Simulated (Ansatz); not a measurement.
# BrH2Si: the cost of one run

The runs use Ansatz 0.2.0, Gaussian basis; cc-pVTZ, core rule «outside noble gas», up to 19 orbitals frozen.

To be run: UHF; CCSD(T) on ROHF; CCSD(T) on UHF; BCCD(T) on ROHF; CCSDT(Q) on ROHF; CCSDT(Q) on UHF; CASSCF and NEVPT2, 3 electrons in 3 orbitals; CASSCF and NEVPT2, 13 electrons in 10 orbitals.

## 1. The system

The geometry derives from fragments relaxed apart (PBE0/def2-TZVP) and kept rigid, so it is no stationary point. A hydrogen atom is moved between rigid fragments. No spin-orbit coupling is included. The filled d shell of Br may be among the frozen orbitals whatever the setting's name suggests; the logs give the count.

4 atoms, charge 0, spin multiplicity 2.

Atoms are counted from 1 here; the program's logs count them from 0.

Bond lengths: Br1–H2 1.470 Å, Si3–H4 1.532 Å.

## 2. UHF

File in.yaml:

```yaml
crystal:
  periodic: [false, false, false]
  atoms:
    - {symbol: Br, position_ang: [-2.070109, 0.369878, 0.000000]}
    - {symbol: H, position_ang: [-0.600109, 0.369878, 0.000000]}
    - {symbol: Si, position_ang: [1.136891, 0.369878, 0.000000]}
    - {symbol: H, position_ang: [1.533326, -1.109635, 0.000000]}
basis:
  gaussian: {orbitals: cc-pVTZ}
magnetization: {spin_polarized: true, initial_magnetization: 1}
hamiltonian: {xc: hf}
output: {orbitals: {seedname: orbitals}}
```

On the command line:

```sh
> ansatz run in.yaml --threads 1 --pin off --events-out ev --progress --plain --max-ram 2816MiB --backend cpu
```

**Question.** How long does this run take on 1 thread of AMD EPYC 7R13, shared host, and how much memory does it need?

About 14 s, with a peak of 0.35 GiB.
